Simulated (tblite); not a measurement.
# C4H11NOSi2: the cost of one run

Computed with tblite 0.8.0 and PySCF 2.14.0, with density-fitted response routines of our own, on a single molecule in the gas phase. Atoms count from 0, in the outputs and in this text.

### Step 1. The starting structure

19 atoms, charge 0, multiplicity 1; geometry from: force field or distance geometry start.

Bonds of the start (Å): C0–C1 1.20, C1–Si2 1.87, Si2–O3 1.67, O3–Si4 1.64, Si4–C5 1.85, Si4–N6 1.70, N6–C7 1.46, C0–H8 1.06, Si2–H9 1.48, Si2–H10 1.48, Si4–H11 1.47, C5–H12 1.08, C5–H13 1.10, C5–H14 1.10, N6–H15 1.01, C7–H16 1.10, C7–H17 1.09, C7–H18 1.10.

### Step 2. Relaxing the molecule with GFN2-xTB

The job: settings as JSON, then the geometry in Å.

```
{"job": {"kind": "relax", "xc": "GFN2-xTB", "basis": "xTB"}, "charge": 0, "multiplicity": 1}
C      4.115800    -0.210400    -0.473300
C      3.157200    -0.584200     0.153500
Si     1.689800    -1.179900     1.150500
O      0.239500    -0.775500     0.421100
Si    -0.581800     0.576200    -0.004900
C      0.173400     1.487700    -1.427300
N     -2.136600     0.026500    -0.425400
C     -3.120400    -0.418800     0.551100
H      4.951800     0.125800    -1.035500
H      1.736900    -2.651100     1.307300
H      1.713800    -0.582800     2.503400
H     -0.734300     1.459800     1.163000
H      0.286200     0.844200    -2.291200
H      1.175200     1.867700    -1.166500
H     -0.437700     2.354300    -1.718400
H     -2.030400    -0.701800    -1.113300
H     -4.056700    -0.673400     0.032700
H     -3.361800     0.356900     1.273500
H     -2.789900    -1.312100     1.092300
```

Run with:

```bash
$ OMP_NUM_THREADS=1 python probes_run.py task.json out
```

The driver reads the jobs from task.json and runs them one after another.

**Question.** How long does this first job take on 1 thread of Arm Neoverse N1, shared host?

About 2.5 s.
